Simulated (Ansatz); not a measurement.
# Hf: a tetragonal deformation path

An exercise on one series of results from a longer session: the logs are not shown, and one member is left open.

Method: DFT r2SCAN, scalar-relativistic, plane waves, PAW, in Ansatz 0.2.0.

## The system as given

The structure is cubic, space group Fm-3m (No. 225). Conventional cell: a = 4.440 Å, b = 4.440 Å, c = 4.440 Å, α = 90.00°, β = 90.00°, γ = 90.00°. Around Hf (site symmetry m-3m) lie 12 Hf at 3.14 Å.

Structure file:

```
CELL_PARAMETERS angstrom
0.00000 2.22000 2.22000
2.22000 0.00000 2.22000
2.22000 2.22000 0.00000
ATOMIC_POSITIONS crystal
Hf 0.00000 0.00000 0.00000
```

The cell is taken as given, not relaxed at this level.

Set-up of the first run:

Contents of input.yaml:

```yaml
crystal:
  lattice:
    - [0.0, 2.22, 2.22]
    - [2.22, 0.0, 2.22]
    - [2.22, 2.22, 0.0]
  atoms:
    - { symbol: Hf, position: [0.0, 0.0, 0.0] }
basis:
  ecutwfc: 500
kpoints:
  mp_grid: { grid: [20, 20, 20] }
hamiltonian:
  xc: r2scan
scf:
  occupations: { method: gaussian, width: 0.15 }
output:
  forces: true
  stress: true
  eigenvalues: true
  write_density: true
  write_potential: true
  elf: true
  volumetric_format: npy
```

Started as:

```console
ansatz run input.yaml --threads 1 --pin off --max-ram 2560MiB --backend cpu --events-out ev --progress --plain --runs-dir out
```

Steps of the session up to this table: Zero of the scan; ρ = 0.707; ρ = 1.414; At ρ = 0.850; At ρ = 1.200; ρ = 0.780; At ρ = 1.300; Point ρ = 0.920; Point ρ = 1.100; At ρ = 0.650; Point ρ = 1.500; At ρ = 0.960; ρ = 1.050.

One table of the session follows, with a row left open; its other results are not shown here.

It belongs to the step «The scan collected». 

| ρ | ΔE (meV/atom) | pressure (GPa) |
| --- | --- | --- |
| 0.650 | 98.8 | 1.5 |
| 0.707 | 117.6 | 1.4 |
| 0.780 | 95.7 | 1.9 |
| 0.850 | 51.9 | 2.4 |
| 0.920 | ? | ? |
| 0.960 | 4.1 | 2.7 |
| 1.000 | 0.0 | 2.7 |
| 1.050 | 6.3 | 2.7 |
| 1.100 | 23.3 | 2.6 |
| 1.200 | 86.2 | 2.0 |
| 1.300 | 185.4 | 1.4 |
| 1.414 | 331.1 | 0.9 |
| 1.500 | 469.6 | 1.8 |

Q: Estimate the row for ρ = 0.920 from the others.

Worked estimate for «ΔE (meV/atom)». A straight line through the neighbours (0.850, 51.9) and (0.960, 4.1) gives 51.9 + (4.1 − 51.9) × (0.920 − 0.850) / (0.960 − 0.850) = 21.5; a parabola fitted to 4 rows on both sides gives 18.4.

As computed: ΔE (meV/atom): 16.2; pressure (GPa): 2.6. In «ΔE (meV/atom)» the line misses by +5.3 and the parabola by +2.2.
